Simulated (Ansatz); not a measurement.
# FGeH7Si2: small, medium and large basis sets

One table from this session's results is given with a row withheld; the runs are named, their logs left out.

Program: Ansatz 0.2.0, Gaussian basis. Level of theory: one geometry, several basis sets. These are calculated values, not measurements.

The runs, in order: PBE0-D4/def2-SVP; ωB97M-V/def2-SVP; PBE0-D4/def2-QZVPP; ωB97M-V/def2-QZVPP; the functionals' def2-TZVPP values are taken from earlier runs.

## Structure used throughout

The geometry comes from an earlier relaxation with PBE0-D4 in a triple-zeta def2 set; it is a stationary point, not always the lowest conformer.

SMILES `[F][GeH]([SiH3])[SiH3]`, 11 atoms, charge 0, spin multiplicity 1.

Atoms are counted from 1 here; the program's logs count them from 0.

Bond lengths: F1–Ge2 1.760 Å, Ge2–Si3 2.389 Å, Ge2–Si4 2.389 Å, Ge2–H5 1.544 Å, Si3–H6 1.485 Å, Si3–H7 1.488 Å, Si3–H8 1.485 Å, Si4–H9 1.485 Å, Si4–H10 1.488 Å, Si4–H11 1.485 Å. Angles: F1–Ge2–Si3 106.0°, F1–Ge2–Si4 106.0°, F1–Ge2–H5 104.8°, Si3–Ge2–Si4 115.3°, Si3–Ge2–H5 111.9°, Si4–Ge2–H5 111.9°, Ge2–Si3–H6 110.5°, Ge2–Si3–H7 108.3°, Ge2–Si3–H8 109.5°, H6–Si3–H7 109.5°, H6–Si3–H8 109.9°, H7–Si3–H8 109.2°, Ge2–Si4–H9 109.4°, Ge2–Si4–H10 108.3°, Ge2–Si4–H11 110.5°, H9–Si4–H10 109.2°, H9–Si4–H11 109.9°, H10–Si4–H11 109.5°.

Set-up of the first run:

in.yaml

```yaml
crystal:
  periodic: [false, false, false]
  atoms:
    - {symbol: F, position_ang: [-2.021253, 1.100685, 0.322854]}
    - {symbol: Ge, position_ang: [-0.366609, 0.790278, -0.189027]}
    - {symbol: Si, position_ang: [0.880643, 0.412230, 1.812709]}
    - {symbol: Si, position_ang: [-0.479981, -1.065243, -1.688899]}
    - {symbol: H, position_ang: [0.073183, 2.085035, -0.906072]}
    - {symbol: H, position_ang: [0.790928, 1.590441, 2.712099]}
    - {symbol: H, position_ang: [2.301940, 0.179136, 1.440428]}
    - {symbol: H, position_ang: [0.353533, -0.791787, 2.504132]}
    - {symbol: H, position_ang: [-0.999200, -2.254246, -0.966240]}
    - {symbol: H, position_ang: [0.894279, -1.353380, -2.180220]}
    - {symbol: H, position_ang: [-1.362065, -0.750051, -2.841164]}
basis:
  gaussian: {orbitals: def2-SVP}
hamiltonian: {xc: pbe0, dispersion: d4}
output: {orbitals: {seedname: orbitals}}
```

Among the steps run: PBE0-D4 in def2-SVP; ωB97M-V in def2-SVP; PBE0-D4 in def2-QZVPP; ωB97M-V in def2-QZVPP.

One of the session's tables, all rows but one given; the rest of the session is left out.

It belongs to the step «Functionals by basis». 

```
functional       basis  HOMO (eV)
   PBE0-D4    def2-SVP      -7.93
   PBE0-D4  def2-TZVPP      -7.94
   PBE0-D4  def2-QZVPP      -7.95
   ωB97M-V    def2-SVP      -9.86
   ωB97M-V  def2-TZVPP      -9.90
   ωB97M-V  def2-QZVPP          ?
```

**Question.** Estimate the row for ωB97M-V, def2-QZVPP.

**Answer.** HOMO (eV): -9.91. In the column «HOMO (eV)» it is the lowest.
